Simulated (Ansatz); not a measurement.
# Dy3Hf: the cost of one run

Method: DFT PBE, scalar-relativistic, plane waves, PAW; 4f electrons in the core of a trivalent norm-conserving potential, in Ansatz 0.2.0.

1 further run of the same task is left out (it didn't finish). Runs told in other sessions of the task aren't counted.

### Step 1. The system as given

Symmetry: P6_3/mmc, No. 194, hexagonal system. The conventional cell has a = 6.371 Å, b = 6.371 Å, c = 4.744 Å, α = 90.00°, β = 90.00°, γ = 120.00°. Dy (site symmetry mm2) has 4 Hf at 3.00 to 3.19 Å and 8 Dy at 3.00 to 3.19 Å in its first shell of neighbours. Around Hf (site symmetry -6m2) lie 12 Dy at 3.00 to 3.19 Å.

As a file:

```xyz
8
Lattice="6.3713 0.0000 0.0000 -3.1856 5.5177 0.0000 0.0000 0.0000 4.7436" Properties=species:S:1:pos:R:3 pbc="T T T"
Dy    3.1856    3.6748    1.1859
Dy   -1.5896    4.5962    3.5577
Dy    1.5960    0.9215    1.1859
Dy    0.0000    1.8429    3.5577
Dy    4.7753    0.9215    1.1859
Dy    1.5896    4.5962    3.5577
Hf    0.0000    3.6785    1.1859
Hf    3.1856    1.8392    3.5577
```

A structure generator made this guess: species swapped into a database cell of YHg3 (P6_3/mmc, No. 194), with Hf on the Y sites and Dy on the Hg sites. The dimensions are guesses.

### Step 2. The guess as it stands, on a coarse mesh

The input, input.yaml:

```yaml
crystal:
  lattice:
    - [6.37129299, 0.0, 0.0]
    - [-3.1856465, 5.51770159, 0.0]
    - [0.0, 0.0, 4.74364716]
  atoms:
    - { symbol: Dy, position: [0.83299999, 0.66599998, 0.25] }
    - { symbol: Dy, position: [0.16700001, 0.83299999, 0.75] }
    - { symbol: Dy, position: [0.33400002, 0.16700001, 0.25] }
    - { symbol: Dy, position: [0.16700001, 0.33400002, 0.75] }
    - { symbol: Dy, position: [0.83299999, 0.16700001, 0.25] }
    - { symbol: Dy, position: [0.66599998, 0.83299999, 0.75] }
    - { symbol: Hf, position: [0.33333333, 0.66666667, 0.25] }
    - { symbol: Hf, position: [0.66666667, 0.33333333, 0.75] }
basis:
  ecutwfc: 630
kpoints:
  mp_grid: { grid: [3, 3, 4] }
hamiltonian:
  xc: pbe
  pseudopotentials:
    kind: paw
    azcp: { Dy: "pseudopotentials/pbe/nc/lanthanide_3plus/Dy.nc.azcp" }
scf:
  occupations: { method: gaussian, width: 0.1 }
  lower_state_search: "off"
output:
  forces: true
  stress: true
  eigenvalues: true
```

The run is started by

```sh
> ansatz run input.yaml --threads 1 --pin off --max-ram 2560MiB --backend cpu --events-out ev --progress --plain --runs-dir out
```

**Question.** How long does this run take on 1 thread of Intel Xeon at 2.50GHz (Skylake/Cascade Lake), shared host, and how much memory does it need?

About 29 s, with a peak of 0.56 GiB.
